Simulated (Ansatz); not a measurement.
# UB3LYP/6-31G(d) (spherical functions) run of GeH3O2 (SMILES [O][GeH2][OH])

Aim: the energy change on altering one bond length of GeH3O2 at UB3LYP/6-31G* (spherical functions), from 2 runs. 

Program for the calculation: Ansatz 0.2.0.

55 further runs of the same task are left out: 55 set aside as unsound or not needed. Runs told in other sessions of the task aren't counted.

### 1 The structure to begin with

GeH3O2 has 6 atoms, charge 0, and is taken as a doublet. SMILES: `[O][GeH2][OH]`. The coordinates come from a PBE0-D4/def2-TZVP relaxation. This is one conformer, not always the lowest.

Bond lengths: O1–Ge2 1.790 Å, Ge2–O3 1.768 Å, Ge2–H4 1.539 Å, Ge2–H5 1.528 Å, O3–H6 0.960 Å. Angles: O1–Ge2–O3 111.6°, O1–Ge2–H4 102.2°, O1–Ge2–H5 109.7°, O3–Ge2–H4 112.1°, O3–Ge2–H5 104.9°, Ge2–O3–H6 113.3°, H4–Ge2–H5 116.5°.

### 2 A single-point energy at UB3LYP/6-31G(d) (spherical functions)

The input, in.yaml:

```yaml
crystal:
  periodic: [false, false, false]
  atoms:
    - {symbol: O, position_ang: [-1.694000, -0.455900, 0.556900]}
    - {symbol: Ge, position_ang: [-0.249900, 0.168600, -0.295800]}
    - {symbol: O, position_ang: [1.186300, 0.124100, 0.735000]}
    - {symbol: H, position_ang: [-0.134800, -0.795800, -1.489800]}
    - {symbol: H, position_ang: [-0.447300, 1.647000, -0.628900]}
    - {symbol: H, position_ang: [1.381600, -0.751900, 1.076400]}
basis:
  gaussian:
    orbitals: 6-31G_st_-spherical.json
magnetization:
  spin_polarized: true
  initial_magnetization: 1
hamiltonian:
  xc: {name: B3LYP}
accuracy: high
output: {orbitals: {seedname: orbitals}}
```

The basis set 6-31G* is read from a file made from the Basis Set Exchange's data (not shown).

The run is started by

```bash
ansatz run in.yaml --threads 1 --pin off --max-ram 2610MiB --events-out events.jsonl --progress --plain --runs-dir runs
```

What it wrote:

```text
Warning: RAYON_NUM_THREADS=1 ignored (pool sized by the plan → 1); use --threads N
Functional definition: B3LYP
  name "B3LYP"
  parameter a0 = 0.2
  parameter ax = 0.72
  parameter ac = 0.81
  exchange = (1 - a0 - ax)*slater_x + ax*b88_x + a0*exact_x
  correlation = (1 - ac)*vwn_rpa_c + ac*lyp_c
1380 factors; integrals over basis functions are off by at most 4.8e-9 eV
mean field evaluation 1: about -60641.3925 eV, gradient 5.2e1 eV
mean field evaluation 2: about -60568.4938 eV, gradient 1.3e2 eV
mean field evaluation 4: about -60650.6466 eV, gradient 2.2e1 eV
mean field evaluation 8: about -60652.7945 eV, gradient 4.3e-1 eV
mean field evaluation 16: about -60652.7972 eV, gradient 3.0e-2 eV
mean field evaluation 32: about -60652.7979 eV, gradient 1.6e-5 eV
mean field -60652.79787161 eV, -2228.9492098387 hartree, gradient 6.8e-8 eV, S^2 0.753510; 2 other end points of the search recorded, 0 dependent functions left out
reference -60652.79790924 eV, -2228.9492112216 hartree; 26, 25 occupied and 40, 41 virtual orbitals, 1380 factors
Total energy: -60652.79790924 eV, -2228.9492112216 hartree
```

Wall time 7.2 s (1 thread of AMD EPYC 9R45 (Zen 5), shared host); peak memory 0.3 GiB.

### 3 The distorted shape at the same level

The input, molecule.yaml:

```yaml
crystal:
  periodic: [false, false, false]
  atoms:
    - symbol: O
      position_ang: [-3.417476, -0.402499, -0.680086]
    - symbol: Ge
      position_ang: [-1.973376, 0.222001, -1.532786]
    - symbol: O
      position_ang: [1.186300, 0.124100, 0.735000]
    - symbol: H
      position_ang: [-1.858276, -0.742399, -2.726786]
    - symbol: H
      position_ang: [-2.170776, 1.700401, -1.865886]
    - symbol: H
      position_ang: [1.381600, -0.751900, 1.076400]
basis:
  gaussian: {orbitals: 6-31G_st_-spherical.json}
accuracy: high
output: {orbitals: {seedname: orbitals}}
hamiltonian: {xc: {name: B3LYP}}
magnetization: {spin_polarized: true, initial_magnetization: 1}
```

The basis set 6-31G* is read from a file made from the Basis Set Exchange's data (not shown).

The run is started by

```bash
ansatz run molecule.yaml --threads 1 --pin off --max-ram 2610MiB --events-out events.jsonl --progress --plain --runs-dir runs
```

What it wrote, cut to the lines that bear on the results:

```text
Warning: RAYON_NUM_THREADS=1 ignored (pool sized by the plan → 1); use --threads N
[... 2 set-up lines as earlier in the session ...]
[...]
1265 factors; integrals over basis functions are off by at most 6.8e-9 eV
[...]
mean field -60649.28175723 eV, -2228.8199950184 hartree, gradient 1.8e-8 eV, S^2 0.958054; 8 other end points of the search recorded, 0 dependent functions left out
reference -60649.28179806 eV, -2228.8199965191 hartree; 26, 25 occupied and 40, 41 virtual orbitals, 1265 factors
Total energy: -60649.28179806 eV, -2228.8199965191 hartree
```

Wall time 16 s (1 thread of AMD EPYC 9R45 (Zen 5), shared host); peak memory 0.35 GiB.

### 4 What came out

At UB3LYP/6-31G* (spherical functions):

| quantity | value |
| --- | --- |
| first shape: total energy | -2228.94921 Eh |
| first shape: HOMO energy (highest over α and β) | -8.14 eV |
| first shape: LUMO energy (lowest over α and β) | -4.49 eV |
| first shape: ⟨S²⟩ | 0.754 |
| distorted shape: total energy | -2228.82000 Eh |
| distorted shape: HOMO energy (highest over α and β) | -6.81 eV |
| distorted shape: LUMO energy (lowest over α and β) | -4.73 eV |
| distorted shape: ⟨S²⟩ | 0.958 |
| energy change with the Ge2–O3 bond stretched from 1.768 to 3.891 Å | 3.516 eV |

**Reading.** With the Ge2–O3 bond stretched from 1.768 to 3.891 Å the energy rises by 3.52 eV (339 kJ/mol). The first shape isn't relaxed at this level, so the change isn't measured from a minimum. ⟨S²⟩ (distorted shape) is 0.96 where a pure doublet has 0.75: the reference is spin-contaminated.
